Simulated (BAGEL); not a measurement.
**BSiH4OF (SMILES FBO[SiH3]), step by step**

Wanted: a single-point energy (HF/cc-pVDZ), then the energy (NEVPT2(2,2)/cc-pVDZ), then a single-point energy (CASPT2(2,2)/cc-pVDZ) of BSiH4OF. 

The calculation is run with BAGEL 1.2.2.

1 further run of the same task is left out (set aside as unsound or not needed).

## 1. The structure to begin with

BSiH4OF: 8 atoms, total charge 0, spin state singlet. As SMILES, `FBO[SiH3]`. The Si4–H6 distance was set to 2.814 Å, away from the relaxed value. At this shape a bond of the SMILES string is far longer than usual.

Bond lengths: F1–B2 1.324 Å, B2–O3 1.342 Å, O3–Si4 1.655 Å, B2–H5 1.198 Å, Si4–H7 1.485 Å, Si4–H8 1.481 Å. Angles: F1–B2–O3 118.3°, B2–O3–Si4 134.0°, F1–B2–H5 118.6°, O3–B2–H5 123.1°, O3–Si4–H7 110.1°, O3–Si4–H8 108.0°, H7–Si4–H8 110.3°.

## 2. The energy at HF/cc-pVDZ (density fitting with svp-jkfit) (run 1)

Contents of input.json:

```json
{ "bagel" : [

{
  "title" : "molecule",
  "basis" : "cc-pvdz.json",
  "df_basis" : "svp-jkfit",
  "geometry" : [
    { "atom" : "F", "xyz" : [    -1.59698109,    -4.84073567,     3.98244852 ] },
    { "atom" : "B", "xyz" : [     0.13022859,    -3.11806133,     3.42856979 ] },
    { "atom" : "O", "xyz" : [     0.50420539,    -2.53130137,     0.98968926 ] },
    { "atom" : "Si", "xyz" : [     2.40999418,    -0.54727791,    -0.49903699 ] },
    { "atom" : "H", "xyz" : [     1.28315049,    -2.15600176,     5.12327618 ] },
    { "atom" : "H", "xyz" : [    -0.59923215,     2.89317070,    -3.21706975 ] },
    { "atom" : "H", "xyz" : [     4.01569447,     0.81880510,     1.35289462 ] },
    { "atom" : "H", "xyz" : [     4.00492303,    -2.03468135,    -2.25326975 ] }
  ]
},

{
  "title" : "hf",
  "charge" : 0
},

{
  "title" : "print",
  "file" : "orbitals.molden",
  "orbitals" : true
}

]}
```

The basis set cc-pVDZ is read from a file made from the Basis Set Exchange's data (not shown).

Launch:

```
$ BAGEL_NUM_THREADS=1 BAGEL input.json > input.out
```

Log:

```text
* using 1 threads per process

  ===============================================================
  ===============================================================

  *** Geometry ***

  { "atom" : "F", "xyz" : [     -1.596981,     -4.840736,      3.982449 ] },
  { "atom" : "B", "xyz" : [      0.130229,     -3.118061,      3.428570 ] },
  { "atom" : "O", "xyz" : [      0.504205,     -2.531301,      0.989689 ] },
[... 4 lines of this table left out ...]
  { "atom" : "H", "xyz" : [      4.004923,     -2.034681,     -2.253270 ] },

  Number of auxiliary basis functions:      429

  Since a DF basis is specified, we compute 2- and 3-index integrals:
    o Being stored without compression. Storage requirement is 0.022 GB

  Number of basis functions:       80
  Number of electrons      :       40

    * METHOD: MOLECULE                             0.26

  *** RHF ***

  === Nuclear Repulsion ===
   148.3968237653

      * DIIS with orbital gradients will be used.

  === RHF iteration (cc-pvdz.json) ===
      0       -489.98779973          0.01727579           0.06
      1       -490.13989750          0.01290432           0.06
      2       -490.23617721          0.00141879           0.05
[... 10 lines of this table left out ...]
     13       -490.23800329          0.00000000           0.05
    * SCF iteration converged.

    * Permanent dipole moment:
           (   -1.162116,     0.140994,    -0.431964) a.u.

    * METHOD: HF                                   1.00

    * METHOD: PRINT                                0.01

  ===============================================================
```

It took 1.5 s on 1 thread of Intel Xeon Platinum 8259CL at 2.50GHz (Skylake/Cascade Lake), shared host; peak memory 0.15 GiB.

## 3. A single-point energy at NEVPT2(2,2)/cc-pVDZ (density fitting with svp-jkfit) (run 2)

Contents of input.json:

```json
{ "bagel": [

{
  "title": "molecule",
  "basis": "cc-pvdz.json",
  "df_basis": "svp-jkfit",
  "geometry": [
    { "atom": "F", "xyz": [ -1.59698109, -4.84073567,  3.98244852 ] },
    { "atom": "B", "xyz": [  0.13022859, -3.11806133,  3.42856979 ] },
    { "atom": "O", "xyz": [  0.50420539, -2.53130137,  0.98968926 ] },
    { "atom": "Si", "xyz": [  2.40999418, -0.54727791, -0.49903699 ] },
    { "atom": "H", "xyz": [  1.28315049, -2.15600176,  5.12327618 ] },
    { "atom": "H", "xyz": [ -0.59923215,  2.89317070, -3.21706975 ] },
    { "atom": "H", "xyz": [  4.01569447,  0.81880510,  1.35289462 ] },
    { "atom": "H", "xyz": [  4.00492303, -2.03468135, -2.25326975 ] }
  ]
},
{
  "title": "hf"
},
{
  "title": "casscf",
  "nstate": 1,
  "nact": 2,
  "nclosed": 19,
  "active": [20, 21],
  "maxiter": 200,
  "natocc": true
},
{
  "title": "nevpt2",
  "nstate": 1,
  "nact": 2,
  "nclosed": 19,
  "active": [20, 21],
  "maxiter": 200,
  "natocc": true,
  "ncore": 8
},
{
  "title": "print",
  "file": "orbitals.molden",
  "orbitals": true
}

]}
```

The basis set cc-pVDZ is read from a file made from the Basis Set Exchange's data (not shown).

Launch:

```
$ BAGEL_NUM_THREADS=1 BAGEL input.json > input.out
```

Log:

```text
* using 1 threads per process

  ===============================================================
  ===============================================================

  *** Geometry ***

  { "atom" : "F", "xyz" : [     -1.596981,     -4.840736,      3.982449 ] },
  { "atom" : "B", "xyz" : [      0.130229,     -3.118061,      3.428570 ] },
  { "atom" : "O", "xyz" : [      0.504205,     -2.531301,      0.989689 ] },
[... 4 lines of this table left out ...]
  { "atom" : "H", "xyz" : [      4.004923,     -2.034681,     -2.253270 ] },

[... 23 lines left out ...]
    * SCF iteration converged.
[... 1 line left out ...]
    * Permanent dipole moment:
[... 27 lines left out ...]
    * Second-order optimization converged. *
[... 9 lines left out ...]
     * ci vector, state   0, <S^2> = 0.0000
[... 3 lines left out ...]
    * METHOD: CASSCF                               3.42

    * freezing 8 orbitals

  === DF-NEVPT2 calculation ===

    * 3-index integral transformation done
    * assembly done

      NEVPT2 correlation energy:   -0.5315864532      0.19

          (+0)     -0.5051476254
          (+0)'    -0.0033113358
          (+1)     -0.0077964769
          (+1)'    -0.0000000000
          (+2)     -0.0001723302
          (-1)     -0.0135154472
          (-1)'     0.0000000000
          (-2)     -0.0016432377

      NEVPT2 total energy:       -490.8292096723

    * METHOD: NEVPT2                               0.31

    * METHOD: PRINT                                0.01

  ===============================================================
```

It took 5.4 s on 1 thread of Intel Xeon Platinum 8259CL at 2.50GHz (Skylake/Cascade Lake), shared host; peak memory 0.15 GiB.

## 4. A single-point energy at CASPT2(2,2)/cc-pVDZ (density fitting with svp-jkfit) (run 3)

Contents of caspt2.json:

```json
{ "bagel" : [

{
  "title" : "molecule",
  "basis" : "cc-pvdz.json",
  "df_basis" : "svp-jkfit",
  "geometry" : [
    { "atom" : "F", "xyz" : [    -1.59698109,    -4.84073567,     3.98244852 ] },
    { "atom" : "B", "xyz" : [     0.13022859,    -3.11806133,     3.42856979 ] },
    { "atom" : "O", "xyz" : [     0.50420539,    -2.53130137,     0.98968926 ] },
    { "atom" : "Si", "xyz" : [     2.40999418,    -0.54727791,    -0.49903699 ] },
    { "atom" : "H", "xyz" : [     1.28315049,    -2.15600176,     5.12327618 ] },
    { "atom" : "H", "xyz" : [    -0.59923215,     2.89317070,    -3.21706975 ] },
    { "atom" : "H", "xyz" : [     4.01569447,     0.81880510,     1.35289462 ] },
    { "atom" : "H", "xyz" : [     4.00492303,    -2.03468135,    -2.25326975 ] }
  ]
},

{
  "title" : "hf"
},

{
  "title" : "casscf",
  "nstate" : 1,
  "nact" : 2,
  "nclosed" : 19,
  "active" : [20, 21],
  "maxiter" : 200,
  "natocc" : true
},

{
  "title" : "print",
  "file" : "orbitals.molden",
  "orbitals" : true
},

{
  "title" : "smith",
  "method" : "caspt2",
  "ms" : true,
  "xms" : true,
  "sssr" : true,
  "shift" : 0.2,
  "shift_imag" : true,
  "ncore" : 8
}

]}
```

The basis set cc-pVDZ is read from a file made from the Basis Set Exchange's data (not shown).

Launch:

```
$ BAGEL_NUM_THREADS=1 BAGEL caspt2.json > caspt2.out
```

Log:

```text
* using 1 threads per process

  ===============================================================
  ===============================================================

  *** Geometry ***

  { "atom" : "F", "xyz" : [     -1.596981,     -4.840736,      3.982449 ] },
  { "atom" : "B", "xyz" : [      0.130229,     -3.118061,      3.428570 ] },
  { "atom" : "O", "xyz" : [      0.504205,     -2.531301,      0.989689 ] },
[... 4 lines of this table left out ...]
  { "atom" : "H", "xyz" : [      4.004923,     -2.034681,     -2.253270 ] },

[... 25 lines left out ...]
    * Permanent dipole moment:
[... 37 lines left out ...]
     * ci vector, state   0, <S^2> = 0.0000
[... 21 lines left out ...]
       #      aibj      arbs      arbi      airj      risj      airs      arst      rist         Etot      error   time
[... 8 lines left out ...]
      ------------------------------------------------------------------------------------------------------------------

    * CASPT2 energy : state  0     -490.8320272982
        w/o shift correction       -490.8299230489
        reference weight              0.8709767404

    * METHOD: SMITH                                0.83

  ===============================================================
```

Wall time 6 s (1 thread of Intel Xeon Platinum 8259CL at 2.50GHz (Skylake/Cascade Lake), shared host); peak memory 0.16 GiB.

## 5. Summary of results

| quantity | value |
| --- | --- |
| run 1, HF/cc-pVDZ: total energy | -490.23800 Eh |
| run 1, HF/cc-pVDZ: dipole moment | 3.17 D |
| run 1, HF/cc-pVDZ: HOMO energy | -9.01 eV |
| run 1, HF/cc-pVDZ: LUMO energy | 0.05 eV |
| run 1, HF/cc-pVDZ: HOMO–LUMO gap | 9.06 eV |
| run 2, NEVPT2(2,2)/cc-pVDZ: total energy | -490.82921 Eh |
| run 3, CASPT2(2,2)/cc-pVDZ: total energy | -490.83203 Eh |
